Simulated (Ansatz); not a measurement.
Write a Python script for the Ansatz DFT code, driven from Python that makes a ladder of methods at one geometry of C3H4BCl, SMILES ClC1=CCB1. Settings (for the species named): Hartree-Fock, cc-pVDZ basis, multiplicity 1. The script varies functional: hf, r2scan0, pbe0, revpbe, blyp, pbe.

```xyz
9

Cl    1.2709    2.3209    0.9237
C     0.4738    0.8849    0.3322
C     0.8861   -0.1513   -0.4655
C    -0.3127   -0.8172   -0.3425
B    -0.9640    0.2463    0.5060
H     1.8525   -0.3687   -0.9539
H    -0.2798   -1.7967    0.1994
H    -0.8605   -0.8890   -1.3285
H    -1.9778    0.5244    1.1119
```

`c3h4bcl.py`
```python
from pathlib import Path
import warnings

import ansatz as az
import numpy as np

warnings.simplefilter('ignore', az.DeckWarning)

geometry_ang = [
    ('Cl', [1.2709, 2.3209, 0.9237]),
    ('C', [0.4738, 0.8849, 0.3322]),
    ('C', [0.8861, -0.1513, -0.4655]),
    ('C', [-0.3127, -0.8172, -0.3425]),
    ('B', [-0.964, 0.2463, 0.506]),
    ('H', [1.8525, -0.3687, -0.9539]),
    ('H', [-0.2798, -1.7967, 0.1994]),
    ('H', [-0.8605, -0.889, -1.3285]),
    ('H', [-1.9778, 0.5244, 1.1119]),
]
system = az.Crystal.molecule()
for symbol, xyz in geometry_ang:
    system = system.atom(symbol, xyz)

calc = system.calculation().basis(gaussian='cc-pVDZ')

print('functional    E (Ha)        dipole (D)   HOMO (eV)  LUMO (eV)')
for name in ['hf', 'r2scan0', 'pbe0', 'revpbe', 'blyp', 'pbe']:
    rep = calc.functional(name).forces().orbitals().run(threads=1, backend='cpu', runs_dir='runs').report
    lines = Path(rep['orbitals_path']).read_text().splitlines()
    field_of = lambda key: [line.split('=')[1].strip() for line in lines if line.startswith(key)]
    orbitals = [(27.211386 * float(e), s, float(n)) for e, s, n in zip(field_of('Ene='), field_of('Spin='), field_of('Occup='))]
    homo = max(e for e, _, n in orbitals if n > 0.5)
    lumo = min(e for e, _, n in orbitals if n < 0.5)
    dipole = 4.803205 * np.linalg.norm(rep['charge_distribution']['dipole_moment_e_ang'])
    print(f'{name:10s} {rep["free_energy_ev"] / 27.211386246:14.6f} {dipole:9.3f} {homo:11.3f} {lumo:10.3f}')
```

```console
$ python c3h4bcl.py
functional    E (Ha)        dipole (D)   HOMO (eV)  LUMO (eV)
hf            -600.030506     2.450      -9.422      1.721
r2scan0       -601.555392     2.257      -7.197     -1.993
pbe0          -601.363258     2.153      -7.053     -2.114
revpbe        -601.567677     1.995      -5.897     -2.999
blyp          -601.604927     1.914      -5.729     -2.879
pbe           -601.301931     1.994      -5.935     -3.098
```

Reading the output:
- These settings explore the input space; basis and method may be short of convergence.
- The geometry is a force-field or estimated start, not a minimum of this method, and the basis set is short of its limit. A lower total doesn't mark the better method: functionals have no common bound, and MP2 and coupled cluster aren't variational.
- Levels such as HOMO and LUMO are orbital energies: with these approximate functionals they aren't the ionisation energy and electron affinity, and their gap isn't the fundamental gap.
- For Al to Cl the sets with a tight d function, cc-pV(X+d)Z, are usual.
- The whole script took 38 s on 1 thread of Arm Neoverse N1, with other jobs on the host, peak memory 0.26 GiB.
